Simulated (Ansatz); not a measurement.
# Ta4NiO11: the cost of one run

Method: DFT PBE, scalar-relativistic, plane waves, PAW, unless a step names another level, in Ansatz 0.2.0.

9 further runs of the same task are left out: 3 that didn't finish, 6 set aside as unsound or not needed.

## 1. Plan

Pauling electronegativities: Ta 1.50, Ni 1.91, O 3.44 (spread 1.94). The formula balances with common oxidation states: Ta +5, Ni +2, O -2. Tabulated atomic sizes suggest about 10 Å³/atom. 24 candidates were drawn, by swapping species into database cells of other compounds, at random by space group and Wyckoff sites, or by hand, as the table says; time allowed 23 of them to run, and these are listed.

```
name                                                                      made from  space group no.                                                           Wyckoff sites  atoms (primitive cell)  V (Å³/atom)
 c01                                                     database cell of Ti4Al11Zn               99                  Ta 1b, 1a, 1a, 1b; Ni 1b; O 2c, 2c, 2c, 2c, 1a, 1a, 1b                      16         11.5
 c02                      elements ordered on the sites of the Fe11Si5, Ta/Ni on Si              221                                              Ta 1b, 3c; Ni 1a; O 8g, 3d                      16         11.0
 c03                                                     database cell of CrFe11Si4              166                              Ta 6c, 6c; Ni 3a; O 6c, 6c, 6c, 6c, 6c, 3b                      16          9.8
 c04                      elements ordered on the sites of the In5Pt11, Ta/Ni on In               10                          Ta 2n, 2n; Ni 1g; O 2m, 1c, 1a, 2m, 2n, 2n, 1d                      16         11.0
 c05                      elements ordered on the sites of the Ti5Al11, Ta/Ni on Ti               99                  Ta 1b, 1a, 1b, 1b; Ni 1a; O 2c, 2c, 2c, 2c, 1a, 1a, 1b                      16         11.0
 c06  elements ordered on the sites of the Si5Pt12, Ta/Ni on Si and O/vacancy on Pt                8                  Ta 2a, 2a, 2a, 2a; Ni 2a; O 4b, 4b, 4b, 4b, 2a, 2a, 2a                      16         11.0
 c07                                                      database cell of Mn11Al4V              166                              Ta 6c, 6c; Ni 3a; O 6c, 6c, 6c, 6c, 6c, 3b                      16          9.5
 c08                                                     database cell of ZnGa11Co4               10                                  Ta 2n, 2m; Ni 1d; O 4o, 4o, 1f, 1c, 1e                      16         10.3
 c09                                                       database cell of Cr4OF11                3                          Ta 2e, 2e; Ni 1c; O 1a, 1d, 1b, 2e, 2e, 2e, 2e                      16         12.0
 c10                      elements ordered on the sites of the Ti5Al11, Ta/Ni on Ti               99                  Ta 1a, 1a, 1b, 1b; Ni 1b; O 2c, 2c, 2c, 2c, 1a, 1a, 1b                      16         11.0
 c11                                                        database cell of V4OF11                1  Ta 1a, 1a, 1a, 1a; Ni 1a; O 1a, 1a, 1a, 1a, 1a, 1a, 1a, 1a, 1a, 1a, 1a                      16         11.2
 c12                      elements ordered on the sites of the Fe11Si5, Ta/Ni on Si              221                                              Ta 3c, 1a; Ni 1b; O 8g, 3d                      16         11.0
 c13    elements ordered on the sites of the Ni12P5, O/vacancy on Ni and Ta/Ni on P                8                  Ta 2a, 2a, 2a, 2a; Ni 2a; O 4b, 4b, 4b, 2a, 2a, 2a, 4b                      16         11.0
 c14                                                     database cell of Hf4ZnGa11               99                  Ta 1b, 1a, 1a, 1b; Ni 1b; O 2c, 2c, 2c, 2c, 1a, 1a, 1b                      16         10.2
 c15  elements ordered on the sites of the Fe12As5, O/vacancy on Fe and Ta/Ni on As              146                                  Ta 9b, 3a; Ni 3a; O 9b, 9b, 3a, 3a, 9b                      16         11.0
 c16                                                     database cell of Zr4Al11Si               47                          Ta 2t, 2q; Ni 1b; O 2t, 2q, 2r, 2s, 1g, 1e, 1d                      16         12.0
 c17                                                                         random              221                                              Ta 3d, 1a; Ni 1b; O 3c, 8g                      16         13.0
 c18  elements ordered on the sites of the Fe12As5, O/vacancy on Fe and Ta/Ni on As                1  Ta 1a, 1a, 1a, 1a; Ni 1a; O 1a, 1a, 1a, 1a, 1a, 1a, 1a, 1a, 1a, 1a, 1a                      16         11.0
 c19                      elements ordered on the sites of the Dy5Sn11, Ta/Ni on Dy                2                              Ta 2i, 2i; Ni 1a; O 2i, 2i, 2i, 2i, 2i, 1e                      16         11.0
 c20                                                     database cell of Ti4Al11Ni               99                  Ta 1b, 1a, 1a, 1b; Ni 1b; O 2c, 2c, 2c, 2c, 1a, 1a, 1b                      16         11.5
 c21                                                                         random              146                                  Ta 9b, 3a; Ni 3a; O 9b, 9b, 3a, 9b, 3a                      16         12.2
 c22                                                       database cell of VRe11B4               38                          Ta 2a, 2b, 4c; Ni 2a; O 4c, 4c, 4c, 4c, 2b, 4c                      16          9.6
 c23                                                                         random              148                                         Ta 9d, 3a; Ni 3b; O 9e, 18f, 6c                      16         12.4
```

## 2. Screening run of c04

input.yaml reads:

```yaml
crystal:
  lattice:
    - [4.97790962, 0.0, 0.0]
    - [0.0, 3.56432837, 0.0]
    - [-0.34846498, 0.0, 9.96315083]
  atoms:
    - { symbol: Ta, position: [0.74387061, 0.5, 0.87406532] }
    - { symbol: Ta, position: [0.78587643, 0.5, 0.36090352] }
    - { symbol: Ta, position: [0.21412357, 0.5, 0.63909648] }
    - { symbol: Ta, position: [0.25612939, 0.5, 0.12593468] }
    - { symbol: Ni, position: [0.5, 0.0, 0.5], spin: 2.0 }
    - { symbol: O, position: [0.48527736, 0.0, 0.74750738] }
    - { symbol: O, position: [0.51472264, 0.0, 0.25249262] }
    - { symbol: O, position: [0.0, 0.0, 0.5] }
    - { symbol: O, position: [0.0, 0.0, 0.0] }
    - { symbol: O, position: [0.98151911, 0.0, 0.75308751] }
    - { symbol: O, position: [0.01848089, 0.0, 0.24691249] }
    - { symbol: O, position: [0.24869675, 0.5, 0.87963186] }
    - { symbol: O, position: [0.27357144, 0.5, 0.38217719] }
    - { symbol: O, position: [0.72642856, 0.5, 0.61782281] }
    - { symbol: O, position: [0.75130325, 0.5, 0.12036814] }
    - { symbol: O, position: [0.5, 0.0, 0.0] }
basis:
  ecutwfc: 420
kpoints:
  mp_grid: { grid: [3, 3, 2] }
hamiltonian:
  xc: pbe
scf:
  occupations: { method: gaussian, width: 0.15 }
  lower_state_search: "off"
output:
  forces: true
  stress: true
  eigenvalues: true
  populations: true
magnetization:
  spin_polarized: true
relax:
  adjacent_minimum: "off"
  f_tol: 0.08
  max_steps: 32
  cell: { stress_tol: 0.8 }
```

Run with:

```console
ansatz run input.yaml --threads 1 --pin off --max-ram 2816MiB --backend cpu --events-out ev --progress --plain --runs-dir out
```

**Question.** How long does this run take on 1 thread of Intel Xeon Platinum 8259CL at 2.50GHz (Skylake/Cascade Lake), shared host, and how much memory does it need?

About 15 min, with a peak of 0.65 GiB.
